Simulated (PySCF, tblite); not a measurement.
# C6H4F3NP2: geometry, infrared bands and NMR shifts

Wanted: the infrared bands and NMR shifts of C6H4F3NP2 (`FC(F)(F)/P=P\c1cccnc1`), by calculation.

Computed with tblite 0.8.0 and PySCF 2.14.0, with density-fitted response routines of our own, on a single molecule in the gas phase. Atoms are numbered from 0 throughout.

**1. Starting geometry**

16 atoms, charge 0, multiplicity 1; geometry from: force field or distance geometry start.

Bonds of the start (Å): F0–C1 1.41, C1–F2 1.35, C1–F3 1.39, C1–P4 1.86, P4–P5 2.00, P5–C6 1.83, C6–C7 1.39, C7–C8 1.40, C8–C9 1.39, C9–N10 1.34, N10–C11 1.35, C11–C6 1.38, C7–H12 1.08, C8–H13 1.08, C9–H14 1.09, C11–H15 1.08.

**2. Geometry optimisation with GFN2-xTB**

Job settings and geometry (Å):

```
{"job": {"kind": "relax", "xc": "GFN2-xTB", "basis": "xTB"}, "charge": 0, "multiplicity": 1}
F      4.356700     0.846500     0.423900
C      3.035800     0.470500     0.126900
F      2.247600     1.531800     0.424100
F      2.979900     0.227300    -1.244700
P      2.694500    -1.042300     1.152100
P      0.842100    -1.780300     1.299200
C     -0.479300    -0.889900     0.397600
C     -1.088200     0.235100     0.953700
C     -2.096500     0.869700     0.226300
C     -2.499000     0.408000    -1.020800
N     -1.892700    -0.669200    -1.526600
C     -0.921800    -1.302700    -0.840800
H     -0.821500     0.622900     1.929300
H     -2.607200     1.748000     0.601100
H     -3.275900     0.899200    -1.602900
H     -0.482100    -2.165600    -1.309700
```

Run with:

```bash
> OMP_NUM_THREADS=1 python probes_run.py task.json out
```

The driver reads the jobs from task.json and runs them one after another.

**Question.** This job is followed by: GFN2-xTB harmonic vibrations, gas phase; GIAO PBE0/pcSseg-1 NMR shielding, non-relativistic, gas phase. Predict these results of the whole session: strongest single infrared mode (GFN2-xTB); zero-point energy (GFN2-xTB); 13C shifts against TMS (PBE0/pcSseg-1); 1H shifts against TMS (PBE0/pcSseg-1); 19F shifts against CFCl3 (PBE0/pcSseg-1, means over atoms taken as alike); 31P shifts against H3PO4 (PBE0/pcSseg-1); 15N shifts against NH3 (PBE0/pcSseg-1); surface potential, 1st and 99th percentile.

As calculated:

```
                                                                 quantity                                         value
                                strongest single infrared mode (GFN2-xTB)                         1061 cm⁻¹, 275 km/mol
                                             zero-point energy (GFN2-xTB)                                 57.2 kcal/mol
                                   13C shifts against TMS (PBE0/pcSseg-1)  156.0, 153.3, 146.3, 143.5, 138.6, 128.0 ppm
                                    1H shifts against TMS (PBE0/pcSseg-1)                    8.89, 8.66, 7.73, 7.51 ppm
19F shifts against CFCl3 (PBE0/pcSseg-1, means over atoms taken as alike)                                     -56.0 ppm
                                 31P shifts against H3PO4 (PBE0/pcSseg-1)                              632.9, 579.5 ppm
                                   15N shifts against NH3 (PBE0/pcSseg-1)                                     356.2 ppm
                                    surface potential, 1st and 99th percentile                            -1.51 V and 1.28 V
```

**Reading.** Relaxing lowered the energy by 0.574 eV in 83 steps; the close pair that moved most is F0–C1, from 1.405 to 1.338 Å. No mode is imaginary among the 42: a minimum at this level. The strongest single mode, at 1061 cm⁻¹, moves mainly C1. GFN2-xTB is a fitted tight-binding method: band positions and strengths are rough. Its intensities can rank the bands wrongly. At PBE0/pcSseg-1: Shielding is most anisotropic at P5 (span 1574 ppm, paramagnetic term -1281 ppm). NICS(1)zz of -28 ppm above the planar ring from C6 marks a diatropic (aromatic) ring current. By nearest atom (PBE0/pcSseg-1), the HOMO sits on N10 24 %; P5 20 % and the LUMO on P4, P5 about 43 % each.
